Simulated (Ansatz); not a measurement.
# MnSb: the cost of one run

Computed with Ansatz 0.2.0 (DFT r2SCAN, scalar-relativistic, plane waves, PAW, unless a step's input says otherwise).

## (1) The structure to begin with

Symmetry: Fm-3m, No. 225, cubic system. The conventional cell has a = 5.590 Å, b = 5.590 Å, c = 5.590 Å, α = 90.00°, β = 90.00°, γ = 90.00°. Mn (site symmetry m-3m) is surrounded by 6 Sb at 2.80 Å. Sb (site symmetry m-3m) is surrounded by 6 Mn at 2.80 Å.

Structure file:

```
CELL_PARAMETERS angstrom
0.00000 2.79502 2.79502
2.79502 0.00000 2.79502
2.79502 2.79502 0.00000
ATOMIC_POSITIONS crystal
Mn 0.00000 0.00000 0.00000
Sb 0.50000 0.50000 0.50000
```

This is candidate A: structure listed in a database for this formula (Fm-3m, No. 225).

(A quick probe on a coarse mesh, which set the mesh and smearing, is not shown.)

## (3) The relaxation (candidate A)

File input.yaml:

```yaml
crystal:
  lattice:
    - [0.0, 2.795016, 2.795016]
    - [2.795016, 0.0, 2.795016]
    - [2.795016, 2.795016, 0.0]
  atoms:
    - { symbol: Mn, position: [0.0, 0.0, 0.0], spin: 4.48 }
    - { symbol: Sb, position: [0.5, 0.5, 0.5], spin: -0.2 }
basis:
  ecutwfc: 500
kpoints:
  mp_grid: { grid: [18, 18, 18] }
hamiltonian:
  xc: r2scan
scf:
  occupations: { method: gaussian, width: 0.1 }
output:
  forces: true
  stress: true
  eigenvalues: true
  populations: true
  write_density: true
  write_potential: true
  elf: true
  volumetric_format: npy
magnetization:
  spin_polarized: true
relax:
  adjacent_minimum: "off"
  f_tol: 0.01
  max_steps: 80
  cell: { stress_tol: 0.05 }
```

Launch:

```bash
$ ansatz run input.yaml --threads 1 --pin off --max-ram 2560MiB --backend cpu --events-out ev --progress --plain --runs-dir out
```

Q: Estimate wall time and peak memory on 1 thread of Intel Xeon 6975P-C (Granite Rapids), shared host.

About 3.1 min, with a peak of 0.81 GiB.
